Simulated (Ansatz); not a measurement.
Write a Python script for Ansatz 0.2.0 through its Python package that makes a supercell folding check of SnO₂, space group R-3m. Level of theory (first run): PBEsol, PAW, cutoff 450 eV, 6×6×6 k-points, fixed occupations.

```cif
data_structure
_symmetry_space_group_name_H-M 'P 1'
_symmetry_Int_Tables_number 1
_cell_length_a 5.1510
_cell_length_b 5.1510
_cell_length_c 5.1510
_cell_angle_alpha 36.594
_cell_angle_beta 36.594
_cell_angle_gamma 36.594
_cell_volume 43.49
loop_
_atom_site_label
_atom_site_type_symbol
_atom_site_fract_x
_atom_site_fract_y
_atom_site_fract_z
_atom_site_occupancy
Sn1 Sn 0.50000 0.50000 0.50000 1
O1 O 0.23717 0.23717 0.23717 1
O2 O 0.76283 0.76283 0.76283 1
```

`fold.py`:
```python
"""Band folding check for SnO2."""

import warnings

import ansatz as az
from ase import Atoms

FUNCTIONAL = "pbesol"
CUTOFF_EV = 450

warnings.simplefilter("ignore", az.DeckWarning)

atoms = Atoms(
    ["Sn", "O", "O"],
    scaled_positions=[
        [0.5, 0.5, 0.5],
        [0.23717, 0.23717, 0.23717],
        [0.76283, 0.76283, 0.76283],
    ],
    cell=[
        [1.617093, 0.933629, 4.800593],
        [-1.617093, 0.933629, 4.800593],
        [0.0, -1.867258, 4.800593],
    ],
    pbc=True,
)
xtal = az.Crystal.from_ase(atoms)

# the mesh shrinks as the cell grows, so that all cells sample the same points
mesh = (6, 6, 6)
rows = []
for repeats in [(1, 1, 1), (1, 1, 2)]:
    base = (
        xtal.supercell(*repeats).calculation()
        .occupations(az.OccupationsMethod.FIXED)
        .functional(FUNCTIONAL)
        .basis(CUTOFF_EV)
        .kpoints(*(k // n for k, n in zip(mesh, repeats)))
    )
    data = base.run().report
    n = len(data["lattice"]["sites"])
    rows.append((repeats, n, data["free_energy_ev"] / n, data["fermi_energy_ev"], data["n_kpoints"], data["n_symmetry_ops"]))
print("       repeats           atoms       F/atom eV  Fermi level eV        k-points  symmetry operations")
for row in rows:
    print(f"{str(row[0]):>14s}  {row[1]:14d}  {row[2]:14.5f}  {row[3]:14.4f}  {row[4]:14d}  {row[5]:19d}")
```

Output of `python fold.py`:
```text
       repeats           atoms       F/atom eV  Fermi level eV        k-points  symmetry operations
     (1, 1, 1)               3     -2357.00391          5.9704              32                   12
     (1, 1, 2)               6     -2357.00391          5.9705              34                    8
```

Notes:
- Absolute energies stand on the zero of these potentials, so only differences at equal settings mean something.
- Under fixed occupations the level called the Fermi level is the highest filled one on the SCF mesh; off the mesh a filled band can lie a little above it.
- This cell is a computed structure, which may not be the phase found in nature.
- The count of operations in a supercell holds its pure translations too, and an uneven repeat can lower the point group.
- Run time: 5.6 s on 1 thread of Intel(R) Xeon(R) Platinum 8259CL CPU @ 2.50GHz (Skylake/Cascade Lake) (shared host), peak memory 0.46 GiB.
